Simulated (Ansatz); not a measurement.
# FGeH5: the cost of one run

Method: RKS PBE-D4/def2-mTZVP, in Ansatz 0.2.0.

1 further run of the same task is left out (it didn't finish).

### 1 The structure to begin with

Bond lengths: Ge1–F2 2.030 Å, Ge1–H3 1.550 Å, Ge1–H4 1.549 Å, Ge1–H5 1.549 Å. Angles: F2–Ge1–H3 109.5°, F2–Ge1–H4 109.5°, F2–Ge1–H5 109.5°, H3–Ge1–H4 109.5°, H3–Ge1–H5 109.5°, H4–Ge1–H5 109.5°.

Coordinates:

```xyz
7

Ge    0.0000    0.0000    0.0000
F     0.0000    0.0000    2.0300
H     1.4616    0.0000   -0.5162
H    -0.7300    1.2648   -0.5162
H    -0.7300   -1.2648   -0.5162
H    -1.7556    0.0000    0.5833
H    -1.3158    0.0000    1.5287
```

### 2 Pulling towards end A

Springs on the bonds that form and break draw the guess towards this end; the thresholds are loose.

input.yaml reads:

```yaml
crystal:
  periodic: [false, false, false]
  atoms:
    - { symbol: Ge, position_ang: [0.0, 0.0, 0.0] }
    - { symbol: F, position_ang: [0.0, 0.0, 2.03] }
    - { symbol: H, position_ang: [1.4616, 0.0, -0.5162] }
    - { symbol: H, position_ang: [-0.73, 1.2648, -0.5162] }
    - { symbol: H, position_ang: [-0.73, -1.2648, -0.5162] }
    - { symbol: H, position_ang: [-1.7556, 0.0, 0.5833] }
    - { symbol: H, position_ang: [-1.3158, 0.0, 1.5287] }
basis:
  gaussian: { orbitals: def2-mTZVP }
hamiltonian:
  xc: pbe
  dispersion: d4
relax:
  f_tol: 0.15
  max_steps: 25
  restrain:
    - { distance: [0, 5], at: 2.75, k: 30.0 }
    - { distance: [6, 1], at: 2.12, k: 30.0 }
    - { distance: [0, 1], at: 1.68, k: 30.0 }
    - { distance: [6, 5], at: 0.66, k: 30.0 }
```

Started as:

```bash
ansatz run input.yaml --threads 1 --pin off --max-ram 2048MiB --backend cpu --events-out ev --progress --plain --runs-dir out
```

Q: Estimate wall time and peak memory on 1 thread of Arm Neoverse V1, shared host.

About 11 s, with a peak of 0.12 GiB.
